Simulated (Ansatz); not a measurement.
**GeAsH₂+ (singlet): the correlation ladder, cc-pVDZ**

The task here is to estimate one member of a computed series from the others.

The runs use Ansatz 0.2.0, Gaussian basis; cc-pVDZ, core rule «outside noble gas», up to 28 orbitals frozen.

Plan: UHF; CCSD(T) on RHF; CCSD(T) on UHF; BCCD(T) on RHF; CISD; CCSDT(Q) on RHF; CCSDT(Q) on UHF; CCSDTQ on RHF; CASSCF and MRCISD+Q, 10 electrons in 10 orbitals; CASSCF and NEVPT2, 10 electrons in 10 orbitals.

5 further runs of the same task are left out: 5 set aside as unsound or not needed.

## What is computed

The geometry is a PBE0/def2-TZVP stationary point (not a proven minimum) of the parent state, kept for this charge and spin. No spin-orbit coupling is included. The filled d shell of Ge, As may be among the frozen orbitals whatever the setting's name suggests; the logs give the count.

4 atoms, charge 1, spin multiplicity 1.

Atoms are counted from 1 here; the program's logs count them from 0.

Bond lengths: Ge1–As2 2.290 Å, As2–H3 1.504 Å, As2–H4 1.504 Å. Angles: Ge1–As2–H3 128.7°, Ge1–As2–H4 128.7°, H3–As2–H4 102.6°.

Set-up of the first run:

in.yaml reads:

```yaml
crystal:
  periodic: [false, false, false]
  atoms:
    - {symbol: Ge, position_ang: [0.000000, 0.000000, 1.190725]}
    - {symbol: As, position_ang: [0.000000, 0.000000, -1.099578]}
    - {symbol: H, position_ang: [0.000000, 1.174203, -2.039879]}
    - {symbol: H, position_ang: [0.000000, -1.174203, -2.039879]}
basis:
  gaussian: {orbitals: cc-pVDZ}
total_charge: 1
magnetization: {spin_polarized: true, initial_magnetization: 0}
hamiltonian: {xc: hf}
output: {orbitals: {seedname: orbitals}}
```

On the command line:

```console
$ ansatz run in.yaml --threads 1 --pin off --events-out ev --progress --plain --max-ram 4096MiB --backend cpu
```

Steps of the session up to this table: UHF; CCSD(T) on RHF; CCSD(T) on UHF; BCCD(T) on RHF; CISD; CCSDT(Q) on RHF; CCSDT(Q) on UHF; CCSDTQ on RHF; CASSCF and MRCISD+Q, 10 electrons in 10 orbitals; CASSCF and NEVPT2, 10 electrons in 10 orbitals.

One table of the session follows, with a row left open; its other results are not shown here.

It belongs to the step «Misses and costs». 

| method | from RCCSDTQ (meV) |
| --- | --- |
| RHF | +5891.1 |
| UHF | +5815.4 |
| RMP2 | +1248.9 |
| CISD | +783.0 |
| RCCSD | +288.1 |
| RCCSD(T) | +55.0 |
| BCCD(T) | ? |
| RCCSDT | +18.2 |
| RCCSDT(Q) | -0.1 |
| RCCSDTQ | 0 |
| CASSCF valence | +3261.6 |
| NEVPT2 valence | +777.7 |
| MRCISD valence | +214.5 |
| MRCISD+Q valence | +14.6 |

**Question.** Estimate the row for BCCD(T).

**Answer.** from RCCSDTQ (meV): +55.5. In the column «from RCCSDTQ (meV)» it lies between RCCSD(T) (+55.0) and MRCISD valence (+214.5).
